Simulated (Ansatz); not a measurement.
Runs of Ansatz 0.2.0 on BiTe. It takes space group Fm-3m (No. 225, cubic). Conventional cell: a = 6.470 Å, b = 6.470 Å, c = 6.470 Å, α = 90.00°, β = 90.00°, γ = 90.00°. Around Bi (site symmetry m-3m) lie 6 Te at 3.23 Å. Around Te (site symmetry m-3m) lie 6 Bi at 3.23 Å. 

| task | level | potentials or basis | spin | cell | smearing | gap on the mesh (eV) | pressure (GPa) | V0 of scaled cells (Å³/atom) | relaxed volume (Å³/atom) | B0 (GPa) |
| --- | --- | --- | --- | --- | --- | --- | --- | --- | --- | --- |
| relaxation of cell and atoms | BLYP | Ansatz PAW | off | relaxed | fermi-dirac 0.05 eV | none | 0.0 | - | 37.25 | - |
| equation of state | PBE | Ansatz PAW soft_1 | off | as given | fermi-dirac 0.05 eV | - | - | (a) | - | 46 |
| equation of state | revPBE+D4 | Ansatz PAW | non-collinear, ferromagnetic start | as given | tetrahedron | - | - | 32.54 | - | 55 |
| relaxation of cell and atoms | BLYP+D3(BJ) | Ansatz PAW | off | relaxed | fermi-dirac 0.05 eV | none | 0.0 | - | 33.29 | - |
| equation of state | PBE | Ansatz PAW | off | as given | fermi-dirac 0.05 eV | - | - | (b) | - | 47 |

Alike in all rows: k mesh 7 × 7 × 7; cutoff (eV) 420.

Question: Estimate the missing entries.

Answer: (a) 34.51; (b) 34.50.

Caveats: spin-orbit coupling is left out, which moves the levels of the heavy elements; the potentials were made for another functional, which shifts forces and pressure (some runs); the PAW data sets come from PBE, with cores solved anew for the run's functional, which leaves a small shift of forces and pressure (some runs); the plane-wave basis is chosen anew once the cell has moved, so the energies of steps on either side of that aren't comparable (some runs); pairwise dispersion overbinds metals, which lowers pressure and volume (some runs).

A k mesh can miss the band edges, and the runs leave out spin-orbit coupling on Bi, Te.

A gap of «none» marks a metal or a gap under the smearing width.

Not every run made on this cell is shown here.
